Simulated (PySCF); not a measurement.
# GaN: from the state search to spectroscopic constants

The task here is to estimate one member of a computed series from the others.

Computed with PySCF 2.14.0. Level: Ga cc-pVDZ-PP with ECP10, N cc-pVDZ, scalar-relativistic core potentials.

Set-up of the first run:

Settings of the job:

| Property | Result |
| --- | --- |
| atoms | Ga, N |
| charge | 0 |
| basis | Ga cc-pVDZ-PP with ECP10, N cc-pVDZ |
| Hamiltonian | scalar-relativistic core potentials |
| basis functions | 37 |
| electrons treated | 28 |
| masses in u | 68.9256, 14.0031 |
| levels | PBE0, PBE, r²SCAN, BHandHLYP, B2PLYP, BP86, HF, MP2, SCS-MP2, CCSD, CCSD(T) |
| grid | 80 radial by 434 angular points |
| occupations | held fixed by the projection of orbital angular momentum |
| dissociation limit | Ga + N, each in its ground configuration |
| starting distance in angstrom | 1.860 |
| values of 2S to try | 0, 2, 4 |

Launch:

```bash
OMP_NUM_THREADS=1 python dia.py task.json out
```

Among the steps run: Set-up; PBE0 along the bond; Higher solutions at PBE0; PBE (GGA); r²SCAN (meta-GGA); BHandHLYP; B2PLYP (double hybrid); BP86 (GGA); UHF; Adding correlation.

One of the session's tables, all rows but one given; the rest of the session is left out.

```
      level  Re (Å)  ωe (cm⁻¹)  De (eV)
        UHF   2.007        519    0.357
    UHF-MP2   2.011        524     1.40
UHF-SCS-MP2   2.018        516     1.41
   UHF-CCSD   2.027        494     1.38
UHF-CCSD(T)   2.032        487     1.46
        PBE   2.051        474     2.34
       BP86   2.050        476     2.37
     r²SCAN       ?          ?        ?
       PBE0   2.021        504     2.03
  BHandHLYP   2.006        519     1.79
     B2PLYP   2.024        501     1.87
```

**Question.** Estimate the row for r²SCAN.

The run gave: Re (Å): 2.022; ωe (cm⁻¹): 496; De (eV): 2.00. In the column «Re (Å)» it lies between PBE0 (2.021) and B2PLYP (2.024).
